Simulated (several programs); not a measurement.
**Many methods on one cell: Na2ICl (ordering on rocksalt)**

Na2ICl, ordered on the rocksalt lattice (R-3m) with 4 atoms a cell, relaxed with r2SCAN in Ansatz, was computed with several methods. The symmetry is R-3m (No. 166, trigonal); a = 4.283 Å, c = 20.933 Å in the conventional setting, 27.71 Å³ an atom. Cl is surrounded by 6 Na at 2.91 Å; I is surrounded by 6 Na at 3.16 Å; Na is surrounded by 3 Cl at 2.91 Å and 3 I at 3.16 Å. These are computed values for a spin-unpolarised cell that may be hypothetical; none is a measurement.

```yaml
crystal:
  lattice:
    - [2.14136, 1.23631, 6.97776]
    - [-2.14136, 1.23631, 6.97776]
    - [0.00000, -2.47263, 6.97776]
  atoms:
    - { symbol: Cl, position: [0.00000, 0.00000, 0.00000] }
    - { symbol: I, position: [0.50000, 0.50000, 0.50000] }
    - { symbol: Na, position: [0.26032, 0.26032, 0.26032] }
    - { symbol: Na, position: [0.73968, 0.73968, 0.73968] }
```

Gaps and times are for a single point on this cell; volume and bulk modulus come from each method's own relaxation or energy curve at fixed shape, which is too stiff where a cell has free coordinates or axes. Times are rough, from shared hosts (Arm Neoverse V1; Intel Xeon Processor @ 2.70GHz), and each method has its own mesh and cell size. A double dagger marks a value from a curve with shape and coordinates held. A star marks a curve whose lowest point is an end point. PM6 (MOPAC), PM7 (MOPAC), GFN1-xTB (tblite), GFN2-xTB (tblite) treat a cluster of cells at its zone centre, which samples few k points: where these miss a band edge, the gap comes out too large for that reason alone. Gaps from k meshes are read at a limited set of points (mesh, symmetry points, PBE's band edges), so each method's own least gap may be somewhat smaller. Force fields have no electrons; where one was fitted to this phase, its volume and modulus reflect the fit. xTB and the PM methods were fitted mostly to molecules, and can miss a solid's gap by electronvolts. Minimal bases can be far off for gaps. Times of the plane-wave rungs are withheld (a dash), since they come from other jobs, hosts and meshes; the meshes of hybrids and Hartree-Fock don't converge their gaps to the digits shown. GLLB-SC's gap includes the derivative discontinuity. G0W0 is at finite bands, cutoff and mesh. d marks a direct gap, i an indirect one (no mark: not told apart), a dash a value that wasn't computed or didn't pass its checks.

```
                            method              kind  gap (eV)  own volume (Å³/atom)  bulk modulus (GPa)  atoms computed  processor time
               ffield.eim (LAMMPS)       force field         –                     –                   –               4          0.14 s
  light PBE (260 eV, its own mesh)  light plane-wave    3.18 d                     –                   –               4           1.9 s
                 GFN1-xTB (tblite)     tight binding      1.67                27.83‡                 22‡         cluster           6.4 s
                 GFN2-xTB (tblite)     tight binding      3.41               30.69*‡                   –         cluster           9.3 s
                       PM7 (MOPAC)    semi-empirical     13.46                     –                   –         cluster           9.4 s
                       PM6 (MOPAC)    semi-empirical      7.29                     –                   –         cluster            11 s
                               PBE         semilocal    3.20 d                 28.70                 19‡               4               –
                            r2SCAN         semilocal    3.87 d                 27.71                 21‡               4               –
            PBE/single zeta (GPAW)       small basis    3.13 d                     –                   –               4            34 s
                    PBE/SZV (CP2K)       small basis    2.93 d                29.24‡                 21‡               4            48 s
                   PBE/DZVP (CP2K)       small basis    3.06 d                     –                   –               4            60 s
                    GLLB-SC (GPAW)   model potential      6.26                     –                   –               4           100 s
                           PBE+SOC         semilocal    2.85 d                     –                   –               4               –
G0W0@PBE (140 eV screening cutoff)         many-body      5.36                     –                   –               4               –
```

Against r2SCAN (3.87 eV) the nearest gap at the points sampled is that of GFN2-xTB (tblite) (-0.46 eV) and the farthest that of PM7 (MOPAC) (+9.59 eV). r2SCAN is only a yardstick of convenience: semilocal gaps usually lie below measured ones, which GLLB-SC and hybrids aim to mend.

Volumes against r2SCAN's: PBE +3.6 %.

Only the rows marked +SOC include spin-orbit coupling.
